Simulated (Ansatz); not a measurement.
# YCl₂F: one species, many methods

An exercise on one series of results from a longer session: the logs are not shown, and one member is left open.

Method: functionals in def2-TZVPP, the program's frozen cores in correlated methods; program: Ansatz 0.2.0, Gaussian basis.

Levels to be run: LDA (SPW92), PBE-D4, revPBE-D4, BLYP-D4, r2SCAN-D4, B97M-V, PBE0-D4, B3LYP-D4, r2SCANh-D4, r2SCAN0-D4, HSE06-D4, BHLYP-D4, CAM-B3LYP-D4, LC-ωPBE, ωB97X-V, ωB97M-V, B2PLYP, PBE-QIDH; CCSD(T)/def2-SVP; CCSD(T)/def2-TZVPP; MP2/def2-QZVPP; extrapolation to the limit; RPA on PBE.

### Structure used throughout

An earlier PBE0-D4 in a triple-zeta def2 set relaxation fixed the geometry. Y takes the def2 core potential; no spin-orbit term is included.

4 atoms, charge 0, spin multiplicity 1.

Atoms are counted from 1 here; the program's logs count them from 0.

Bond lengths: F1–Y2 1.970 Å, Y2–Cl3 2.449 Å, Y2–Cl4 2.449 Å. Angles: F1–Y2–Cl3 118.8°, F1–Y2–Cl4 118.8°, Cl3–Y2–Cl4 122.4°.

As a file:

```xyz
4
Cl2FY
F     0.9853    1.2655    1.2955
Y     0.0590    0.0454    0.0574
Cl    0.5902   -2.3442    0.1364
Cl   -1.5789    0.9729   -1.5095
```

Set-up of the first run:

Contents of in.yaml:

```yaml
crystal:
  periodic: [false, false, false]
  atoms:
    - {symbol: F, position_ang: [0.985278, 1.265472, 1.295508]}
    - {symbol: Y, position_ang: [0.059046, 0.045404, 0.057387]}
    - {symbol: Cl, position_ang: [0.590221, -2.344166, 0.136423]}
    - {symbol: Cl, position_ang: [-1.578945, 0.972890, -1.509517]}
basis:
  gaussian: {orbitals: def2-TZVPP}
hamiltonian: {xc: lda}
output: {orbitals: {seedname: orbitals}}
```

On the command line:

```sh
$ ansatz run in.yaml --threads 4 --pin off --events-out ev --progress --plain --max-ram 10444MiB
```

Steps of the session up to this table: LDA; PBE-D4 (GGA); revPBE-D4 (GGA); BLYP-D4 (GGA); r2SCAN-D4 (meta-GGA); B97M-V (meta-GGA); B3LYP-D4 (hybrid); r2SCANh-D4 (hybrid); r2SCAN0-D4 (hybrid); HSE06-D4 (hybrid); BHLYP-D4 (hybrid); CAM-B3LYP-D4 (range-separated); LC-ωPBE (range-separated); ωB97X-V (range-separated); ωB97M-V (range-separated); B2PLYP (double hybrid); PBE-QIDH (double hybrid).

One of the session's tables, all rows but one given; the rest of the session is left out.

It belongs to the step «Orbital energies across the functionals». 

```
  functional  HOMO (eV)  LUMO (eV)  gap (eV)
 LDA (SPW92)      -7.84      -3.72      4.12
      PBE-D4          ?          ?         ?
   revPBE-D4      -7.60      -3.36      4.24
     BLYP-D4      -7.50      -3.53      3.97
   r2SCAN-D4      -8.03      -3.07      4.96
      B97M-V      -8.08      -3.29      4.79
     PBE0-D4      -9.07      -2.73      6.34
    B3LYP-D4      -8.78      -3.09      5.69
  r2SCANh-D4      -8.54      -2.82      5.72
  r2SCAN0-D4      -9.31      -2.46      6.85
    HSE06-D4      -8.66      -3.10      5.57
    BHLYP-D4     -10.31      -2.17      8.14
CAM-B3LYP-D4     -10.44      -1.99      8.45
     LC-ωPBE     -11.87      -0.65     11.22
     ωB97X-V     -11.49      -0.87     10.62
     ωB97M-V     -11.33      -1.27     10.06
```

**Question.** Estimate the row for PBE-D4.

The run gave: HOMO (eV): -7.67; LUMO (eV): -3.50; gap (eV): 4.17. In the column «HOMO (eV)» it lies between LDA (SPW92) (-7.84) and revPBE-D4 (-7.60).
